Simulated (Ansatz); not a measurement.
YbH3:

```xyz
4
Lattice="0.0000 2.6050 2.6050 2.6050 0.0000 2.6050 2.6050 2.6050 0.0000" Properties=species:S:1:pos:R:3 pbc="T T T"
Yb    0.0000    0.0000    0.0000
H     2.6050    2.6050    2.6050
H     1.3025    1.3025    1.3025
H     3.9075    3.9075    3.9075
```

The cell comes from a database or a generator and needn't be the stable form of this composition.

Alike in all runs: program Ansatz 0.2.0; functional PBE; potentials or basis Ansatz PAW; cutoff 420 eV (not typed: the program's choice for these potentials); k mesh 7 × 7 × 7; occupations fermi-dirac, width 0.05 eV.

The same cell was started in several ways:

| start | free energy over the lowest (meV/atom) | net moment (μB) | site or absolute moments (μB) | gap |
| --- | --- | --- | --- | --- |
| collinear spin, ferromagnetic start of up to 0.5 μB; fixed moment 0.5 | 7.6 | 0.50 | Yb +0.41; H +0.03, +0.02 | - |
| collinear spin, ferromagnetic start of up to 1.5 μB; fixed moment 1.5 | 308.8 | 1.50 | Yb +0.78; H +0.24, +0.11 | - |
| collinear spin, ferromagnetic start of up to 1.2 μB; fixed moment 1.2 | 162.9 | 1.20 | Yb +0.67; H +0.20, +0.09 | - |
| collinear spin, program default start; fixed moment 0 | 0.0 | 0.00 | - | - |
| collinear spin, ferromagnetic start of up to 0.2 μB; fixed moment 0.2 | 1.6 | 0.20 | Yb +0.18; H +0.01, +0.00 | - |
| collinear spin, ferromagnetic start of up to 2 μB; fixed moment 2 | 579.1 | 2.00 | Yb +0.96; H +0.29, +0.16 | - |
| collinear spin, ferromagnetic start of up to 1 μB; fixed moment 1 | 75.1 | 1.00 | Yb +0.60; H +0.18, +0.07 | - |
| collinear spin, ferromagnetic start of up to 0.8 μB; fixed moment 0.8 | 30.7 | 0.80 | Yb +0.55; H +0.10, +0.05 | - |

All polarised runs hold their moment fixed, so the table maps the energy against it. A still lower state may exist.

Caveats: spin-orbit coupling is left out, which moves the levels of the heavy elements; the total moment is fixed, so each spin has its own Fermi level; without U or exact exchange the open f shell lies at the Fermi level, which spoils levels, moments and volumes.
